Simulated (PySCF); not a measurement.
**LiPb (quartet): the SCF solver's settings**

The same problem is solved with other solver options, one edit a run.

Computed with PySCF 2.14.0. Level: method and basis as typed in the scripts.

5 further runs of the same task are left out: 1 for a known fault of the program, 4 that didn't finish.

### 1 The system as given

LiPb (quartet): 2 atoms, charge 0, spin multiplicity 4.

Bond lengths: Li1–Pb2 2.546 Å.

### 2 Base script

The input, input.py:

```python
from pyscf import gto, scf

mol = gto.M(
    atom='Li 0 0 0; Pb 0 0 2.546',
    basis='sbkjc',
    ecp={'Li': 'sbkjc', 'Pb': 'sbkjc'},
    charge=0,
    spin=3,
    verbose=4,
)
mf = scf.UHF(mol)
mf.kernel()
mf.dip_moment()
print('orbital energies (hartree):', [e[max(0, n-3):n+3].round(4) for e, n in zip(mf.mo_energy, mol.nelec)])
```

Launch:

```
OMP_NUM_THREADS=1 python input.py
```

The log of this run is left out.

Base result: E(SCF) = -3.583561 Eh, 10 cycles, ⟨S²⟩ = 3.753, μ = 5.94 D.

The bond length is a typed value, not an optimised one. The quartet is typed in the script; nothing here shows that it is the ground state.

### 3 Level shift 0.1 hartree

Edit 1 changes level shift: none → 0.1 hartree.

The input, input.py:

```python
from pyscf import gto, scf

mol = gto.M(
    atom='Li 0 0 0; Pb 0 0 2.546',
    basis='sbkjc',
    ecp={'Li': 'sbkjc', 'Pb': 'sbkjc'},
    charge=0,
    spin=3,
    verbose=4,
)
mf = scf.UHF(mol)
mf.level_shift = 0.1
mf.kernel()
mf.dip_moment()
print('orbital energies (hartree):', [e[max(0, n-3):n+3].round(4) for e, n in zip(mf.mo_energy, mol.nelec)])
```

Launch:

```
OMP_NUM_THREADS=1 python input.py
```

### 4 Convergence threshold 1e-05 hartree

Edit 2 changes convergence threshold: default → 1e-05 hartree.

Changes to input.py since step 2:

```diff
@@ -11,2 +11,3 @@
 mf = scf.UHF(mol)
+mf.conv_tol = 1e-05
 mf.kernel()
```

### 5 Damping 0.95

Edit 3 changes damping: none → 0.95.

Changes to input.py since step 2:

```diff
@@ -11,2 +11,4 @@
 mf = scf.UHF(mol)
+mf.damp = 0.95
+mf.diis_start_cycle = 8
 mf.kernel()
```

Q: Predict the outcome of this session. Wanted: for each run, E(SCF); from base; gap, α spin; SCF dipole.

As calculated:

```csv
run,E(SCF) (hartree),from base (eV),cycles,"gap, α spin (eV)",SCF dipole (D)
base,-3.583561,0,10,5.77,5.94
level shift 0.1 hartree,-3.583561,0.0000,12,5.77,5.94
convergence threshold 1e-05 hartree,-3.583561,0.0000,6,5.77,5.94
damping 0.95,-3.583561,0.0000,16,5.77,5.94
```

Distance from each run's final energy (log10 hartree) by cycle:

```csv
run,cycle 1,cycle 2,cycle 3,cycle 5,cycle 8,cycle 12
base,-1.8,-2.6,-3.1,-5.2,-8.9,done
level shift 0.1 hartree,-1.8,-2.3,-2.7,-4.0,-6.9,< -11
convergence threshold 1e-05 hartree,-1.8,-2.6,-3.1,-5.2,done,done
damping 0.95,-1.8,-1.9,-1.9,-2.0,-2.7,-7.1
```

The SCF energy stays the same, to the digits that matter, with level shift 0.1 hartree or convergence threshold 1e-05 hartree or damping 0.95. The base needs 10 cycles and the run with damping 0.95 needs 16.
